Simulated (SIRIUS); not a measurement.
The system is HfIn4SiO6.

```
CELL_PARAMETERS angstrom
3.23023 -5.57768 -0.02470
3.23023 5.57768 -0.02470
-1.49068 0.00000 6.32030
ATOMIC_POSITIONS crystal
Hf 0.10178 0.10178 0.00912
In 0.79222 0.48204 0.00818
In 0.48204 0.79222 0.00818
In 0.54472 0.21983 0.48398
In 0.21983 0.54472 0.48398
Si 0.85433 0.85433 0.44523
O 0.83500 0.58822 0.38104
O 0.58822 0.83500 0.38104
O 0.02899 0.02899 0.29500
O 0.97920 0.97920 0.69555
O 0.42852 0.14514 0.07435
O 0.14514 0.42852 0.07435
```

The cell was built by a generator and needn't be a form met in nature.

| Property | Result |
| --- | --- |
| Program | SIRIUS 7.12.0 |
| Task | single point |
| Functional | PBE |
| Potentials or basis | PseudoDojo 0.4.1 PBE standard (scalar relativistic) |
| Cutoff | 1152 eV |
| Density cutoff | 4606 eV |
| k mesh | 5 × 5 × 4 |
| Occupations | fermi-dirac, width 0.05 eV |
| Spin | no spin polarisation |

On this cell: pressure -0.4 GPa; largest force 0.155 eV/Å; band gap on the k mesh 0.64 eV.

The same run follows on a disturbed copy (atoms moved at random, drawn with an rms of 0.05 Å):

```xyz
12
Lattice="3.2302 -5.5777 -0.0247 3.2302 5.5777 -0.0247 -1.4907 0.0000 6.3203" Properties=species:S:1:pos:R:3 pbc="T T T"
Hf    0.6526   -0.0515    0.1109
In    4.0835   -1.6399    0.0147
In    4.0899    1.7361   -0.0101
In    1.7471   -1.8043    3.0576
In    1.7254    1.8235    3.0224
Si    4.8129    0.0056    2.7876
O     4.0130   -1.3639    2.3150
O     4.0121    1.4255    2.3775
O    -0.2224    0.0193    1.8146
O     5.3037   -0.0404    4.3226
O     1.7044   -1.5587    0.5025
O     1.7349    1.5934    0.4645
```

Problem. What does the disturbed cell give?

Solution. The energy moves by +25.3 meV/atom; pressure 0.1 GPa; largest force 2.976 eV/Å; band gap on the k mesh 0.58 eV.

Forces in eV/Å, atoms in the order of the input:
```
Hf  -0.103  1.967 -2.231
In   0.069 -0.383 -0.087
In  -0.173 -0.025  0.051
In  -0.089 -0.094  0.052
In  -0.044  0.005 -0.121
Si   0.990  0.538 -1.056
O    0.102  0.332  0.222
O    0.484 -0.789  0.203
O   -2.104 -0.022  2.063
O   -0.027 -0.032  0.744
O    1.002 -1.205  0.203
O   -0.106 -0.291 -0.040
```

Stress tensor (GPa, compression positive):
```
-0.18 -0.91  0.11
-0.91 -0.08 -0.14
 0.11 -0.14  0.43
```

Caveats: spin-orbit coupling is left out, which moves the levels of the heavy elements; an odd mesh through Γ misses points on the zone boundary, where band edges often lie.
